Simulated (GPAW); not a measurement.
Crystal: CoW3.

```
W Co
1.0
     3.90735    0.00000    0.00000
     0.00000    3.90735    0.00000
     0.00000    0.00000    3.90735
W Co
3 1
Direct
  0.50000 0.50000 0.00000
  0.50000 0.00000 0.50000
  0.00000 0.50000 0.50000
  0.00000 0.00000 0.00000
```

The cell comes from a database or a generator and needn't be the stable form of this composition.

- Program: GPAW 26.7.0
- Task: relaxation of cell and atoms
- Functional: PBEsol
- Dispersion: D4
- Potentials or basis: PAW data sets generated in the run's folder for this functional
- Cutoff: 600 eV
- Basis: pw
- k mesh: 5 × 5 × 5
- Occupations: fermi-dirac, width 0.05 eV
- Spin: collinear spin, ferromagnetic start
- Starting moments: [0.0, 0.0, 0.0, 2.0] μB

At the start: pressure -13.7 GPa; volume 14.91 Å³/atom.

Question: Where does the relaxation end?

Answer: Over 4 steps the energy falls by 31.0 meV/atom and the volume is 14.18 Å³/atom (-4.9 %); space group Pm-3m (No. 221, to 0.05 Å); moment 0.88 μB per cell.

Step by step:
```
step  energy change (eV)  largest force (eV/Å)  pressure (GPa)  volume (Å³)
   1              0.0000                0.0000          -13.68        59.66
   2             -0.0584                0.0000          -10.32        58.85
   3             -0.1231                0.0000            0.84        56.56
   4             -0.1239                0.0000           -0.04        56.72
```

Final structure:
```xyz
4
Lattice="3.8422 0.0000 0.0000 0.0000 3.8422 0.0000 0.0000 0.0000 3.8422" Properties=species:S:1:pos:R:3 pbc="T T T"
W     1.9211    1.9211    0.0000
W     1.9211    0.0000    1.9211
W     0.0000    1.9211    1.9211
Co    0.0000    0.0000    0.0000
```

Caveat: each step starts from the last one's moments, so a moment once lost doesn't come back; later steps reuse the first step's grids; pairwise dispersion overbinds metals, which lowers pressure and volume.
